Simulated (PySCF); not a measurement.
# TeAs: from the state search to spectroscopic constants

One table from this session's results is given with a row withheld; the runs are named, their logs left out.

Method: Te cc-pVDZ-PP with ECP28, As cc-pVDZ-PP with ECP10, scalar-relativistic core potentials; program: PySCF 2.14.0.

5 further runs of the same task are left out: 5 that didn't finish.

The first run:

Settings of the job:

```json
{
 "atoms": "Te, As",
 "charge": "0",
 "basis": "Te cc-pVDZ-PP with ECP28, As cc-pVDZ-PP with ECP10",
 "Hamiltonian": "scalar-relativistic core potentials",
 "basis functions": "46",
 "electrons treated": "47",
 "masses in u": "129.9062, 74.9216",
 "levels": "PBE0, PBE, r²SCAN, LDA, B3LYP, HF, MP2, SCS-MP2",
 "grid": "80 radial by 434 angular points",
 "occupations": "held fixed by the projection of orbital angular momentum",
 "dissociation limit": "Te + As, each in its ground configuration",
 "starting distance in angstrom": "2.495",
 "values of 2S to try": "1, 3, 5"
}
```

Command:

```sh
OMP_NUM_THREADS=1 python dia.py task.json out
```

Among the steps run: Input; PBE0 along the bond; Excited determinants; PBE (GGA); r²SCAN (meta-GGA); LDA; B3LYP (global hybrid GGA); UHF (mean field).

One of the session's tables, all rows but one given; the rest of the session is left out.

Energy (eV) from each level's lowest point:

| R (Å) | UHF | UHF-MP2 | UHF-SCS-MP2 | LDA | PBE |
| --- | --- | --- | --- | --- | --- |
| 2.030 | 1.503 | 1.830 | 1.840 | 1.604 | 1.817 |
| 2.124 | 0.551 | 1.058 | 1.067 | 0.699 | 0.840 |
| 2.218 | 0.147 | 0.282 | 0.290 | 0.212 | 0.291 |
| 2.289 | 0.007 | 0.069 | 0.074 | n/a | n/a |
| 2.360 | 0.000 | 0.000 | 0.000 | 0.000 | 0.000 |
| 2.431 | ? | ? | ? | ? | ? |
| 2.525 | 0.320 | 0.191 | 0.175 | 0.218 | 0.143 |
| 2.643 | 0.718 | 0.500 | 0.470 | 0.537 | 0.413 |
| 2.785 | 1.276 | 1.001 | 0.954 | 1.002 | 0.805 |
| 2.974 | 1.978 | 1.985 | 1.900 | 1.638 | 1.324 |

Estimate the missing values for R (Å) = 2.431.

Worked estimate for «UHF». A straight line through the neighbours (2.360, 0.000) and (2.525, 0.320) gives 0.000 + (0.320 − 0.000) × (2.431 − 2.360) / (2.525 − 2.360) = 0.138; a parabola fitted to 4 rows on both sides gives 0.101.

**Answer.** UHF: 0.091; UHF-MP2: 0.034; UHF-SCS-MP2: 0.028; LDA: 0.049; PBE: 0.015. In «UHF» the line misses by +0.047 and the parabola by +0.010.

To keep in mind: At some levels the lowest empty orbital lies below the highest filled one (the two can be of opposite spin).
